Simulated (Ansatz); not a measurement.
YbH3 in Ansatz: the effect of Hubbard term

YbH3:

```
CELL_PARAMETERS angstrom
0.00000 2.60497 2.60497
2.60497 0.00000 2.60497
2.60497 2.60497 0.00000
ATOMIC_POSITIONS crystal
Yb 0.00000 0.00000 0.00000
H 0.50000 0.50000 0.50000
H 0.25000 0.25000 0.25000
H 0.75000 0.75000 0.75000
```

The cell comes from a database or a generator and needn't be the stable form of this composition.

Alike in all runs:

```yaml
Program: Ansatz 0.2.0
Task: projected density of states
Functional: PBE
Potentials_or_basis: Ansatz PAW
Cutoff: 420 eV
Density_cutoff: 1680 eV
k_mesh: 9 × 9 × 9
Occupations: fermi-dirac, width 0.05 eV
Spin: collinear spin, ferromagnetic start
Starting_moments: "[1.0, 0.0, 0.0, 0.0] μB"
Hubbard_projectors: ortho-atomic (the default)
Double_counting: fll (the default)
```

Q: One run gave: pressure -0.9 GPa; moment 0.00 μB. Which Hubbard term did it use?
A. Yb f U = 2 eV
B. Yb f U = 5 eV
C. none
D. Yb f U = 4 eV
E. Yb f U = 8 eV

A: E.

```tsv
Hubbard term	pressure (GPa)	moment (μB)
none	-5.4	0.17
Yb f U = 1 eV	-4.9	0.15
Yb f U = 2 eV	-4.3	0.33
Yb f U = 3 eV	-3.9	0.35
Yb f U = 4 eV	-3.6	0.36
Yb f U = 5 eV	-3.2	0.36
Yb f U = 6 eV	-2.1	0.00
Yb f U = 8 eV	-0.9	0.00
```

Caveats: spin-orbit coupling is left out, which moves the levels of the heavy elements; the magnetic or orbital state may not be the lowest (some runs); without U or exact exchange the open f shell lies at the Fermi level, which spoils levels, moments and volumes (some runs).

Not every run made on this cell is shown here.
